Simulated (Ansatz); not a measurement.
## Cs2NaTlCl6, space group Fm-3m: a projected density of states

Program: Ansatz 0.2.0, Python API.

`run_pdos.py`:
```python
'''Projected density of states of Cs2NaTlCl6.'''

import warnings

import ansatz as az
import numpy as np

XC = 'pbesol'
FILLING = 'fixed'
TOLERANCE = 1e-08
N_EMPTY = 26


def main() -> None:
    warnings.simplefilter('ignore', az.DeckWarning)

    vectors = np.array([
        [0.0, 5.440171, 5.440171],
        [5.440171, 0.0, 5.440171],
        [5.440171, 5.440171, 0.0],
    ])
    crystal = (
        az.Lattice.of(vectors)
        .atom('Cs', (0.75, 0.75, 0.75))
        .atom('Cs', (0.25, 0.25, 0.25))
        .atom('Na', (0.5, 0.5, 0.5))
        .atom('Tl', (0.0, 0.0, 0.0))
        .atom('Cl', (0.758287, 0.241713, 0.241713))
        .atom('Cl', (0.241713, 0.241713, 0.758287))
        .atom('Cl', (0.241713, 0.758287, 0.758287))
        .atom('Cl', (0.241713, 0.758287, 0.241713))
        .atom('Cl', (0.758287, 0.241713, 0.758287))
        .atom('Cl', (0.758287, 0.758287, 0.241713))
    )

    base = (
        crystal.calculation()
        .functional(XC)
        .kpoints(4)
        .occupations(FILLING)
        .scf(tolerance=TOLERANCE)
        .scf(extra_bands=N_EMPTY)
        .density_of_states(projected=True, energy_step=0.05)
    )
    history = []
    result = base.session().plan().execute(on_event=lambda event: history.append(event['data']['dr2_ev']) if event['event'] == 'scf_iter' else None)
    report = result.report
    print('density residual by iteration (eV):', ' '.join(f'{value:.1e}' for value in history[:40]))

    dos = result.density_of_states()
    energy = np.asarray(dos.energies_ev) - dos.fermi_ev
    curves = {}
    for site in result.projected_density_of_states().sites:
        for shell in site.shells:
            weight = sum(np.sum(curve.g_bin_mean_per_ev, axis=0) for curve in shell.curves)
            name = f'{site.species} {shell.label}'
            curves[name] = curves.get(name, 0) + weight

    step = energy[1] - energy[0]
    windows = [(-8, -4), (-4, 0), (0, 4)]
    print('states by shell in windows of E - E_F (eV):', windows)
    for name, g in curves.items():
        print(f'{name:8s}', ' '.join(f'{step * g[(energy >= a) & (energy < b)].sum():8.3f}' for a, b in windows))
    filled = (energy < 0) & (energy > -8)
    for name, g in curves.items():
        if g[filled].sum() * step > 0.5:
            print(f'centre of {name}: {np.average(energy[filled], weights=g[filled]):.2f} eV')


if __name__ == '__main__':
    main()
```

```console
$ python run_pdos.py
density residual by iteration (eV): 5.2e-02 4.1e-03 3.1e-04 2.4e-05 1.3e-06 8.0e-08 6.2e-09
states by shell in windows of E - E_F (eV): [(-8, -4), (-4, 0), (0, 4)]
Cs 5S       0.000    0.009    0.001
Cs 6S       0.018    0.262    0.010
Cs 5P      11.737    0.203    0.000
Na 2S       0.000    0.002    0.000
Na 3S       0.019    0.157    0.046
Na 2P       0.001    0.005    0.001
Tl 6S       0.935    0.010    0.811
Tl 6P       0.034    0.794    0.001
Tl 5D       0.004    0.189    0.000
Cl 3S       0.160    0.115    0.056
Cl 3P       1.080   32.030    1.021
centre of Cs 5P: -5.66 eV
centre of Tl 6S: -4.89 eV
centre of Tl 6P: -2.17 eV
centre of Cl 3P: -0.98 eV
```

Caveats:
- Spin-orbit coupling, left out here, can change this gap by several tenths of an eV, and inverted bands can meet off the mesh.
- Under fixed occupations the level called the Fermi level is the highest filled one on the SCF mesh; off the mesh a filled band can lie a little above it.
- The empty d shell of the heavier alkali and alkaline-earth atoms, which makes much of a conduction band, may have no channel.
- The crystal has a gap of about 1.68 eV on the mesh; bins of finite width blur the band edges.
- Spin-orbit coupling, which matters for elements this heavy, is left out.
- The structure comes from a database of computed cells and needn't be a stable or known phase.
- Curves are summed over the cell's atoms. Only shells that the potentials hold have channels, so projections don't add up to the total, least of all where a shell is missing (p of most metals); heights and places of peaks move with the mesh.
- The density of states is complete only as far up as bands were computed.
- A band centre counts only the states inside the window taken.
- Wall time of the script: 13 s on 1 thread of Intel(R) Xeon(R) Platinum 8259CL CPU @ 2.50GHz (Skylake/Cascade Lake) (shared host), peak memory 0.67 GiB.
